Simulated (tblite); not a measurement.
# C6H13PS: the cost of one run

Programs: tblite 0.8.0 and PySCF 2.14.0, with density-fitted response routines of our own. Each step states its level of theory. These are calculated values for one molecule, in the gas phase or a continuum, unless marked as measured. Atoms count from 0, in the outputs and in this text.

## (1) The molecule as given

21 atoms, charge 0, multiplicity 1; geometry from: force field or distance geometry start.

Bonds of the start (Å): C0–C1 1.33, C1–P2 1.76, P2–S3 1.74, P2–C4 1.82, C4–C5 1.50, C4–C6 1.53, C4–C7 1.52, C0–H8 1.08, C0–H9 1.09, C1–H10 1.11, P2–H11 1.41, C5–H12 1.13, C5–H13 1.11, C5–H14 1.10, C6–H15 1.10, C6–H16 1.10, C6–H17 1.09, C7–H18 1.12, C7–H19 1.11, C7–H20 1.10.

## (2) Geometry optimisation with GFN2-xTB

What the job is given:

```
{"job": {"kind": "relax", "xc": "GFN2-xTB", "basis": "xTB"}, "charge": 0, "multiplicity": 1}
C      3.057700     0.616200    -0.106600
C      2.081100    -0.290300    -0.184700
P      0.533000     0.026200    -0.955900
S      0.507700     1.654400    -1.578100
C     -0.841400    -0.114300     0.234600
C     -0.473400    -1.154600     1.250500
C     -2.075900    -0.511800    -0.577900
C     -1.039900     1.273700     0.809600
H      2.964100     1.615200    -0.514400
H      4.005700     0.398200     0.388600
H      2.322100    -1.268400     0.286300
H      0.320800    -0.886900    -2.013500
H     -1.277400    -1.275800     2.035600
H     -0.400100    -2.139100     0.743200
H      0.471800    -0.910100     1.768000
H     -2.860000     0.204000    -0.294800
H     -2.293700    -1.547400    -0.265400
H     -1.794200    -0.522500    -1.634900
H     -1.778500     1.262900     1.645900
H     -1.360200     1.909200    -0.044000
H     -0.078200     1.678100     1.161900
```

Started as:

```
$ OMP_NUM_THREADS=1 python probes_run.py task.json out
```

This one command runs all jobs of the session in turn.

Q: Estimate the wall time and peak memory of this first job on 1 thread of Arm Neoverse V1, shared host.

About 1.1 s, with a peak of 0.18 GiB.
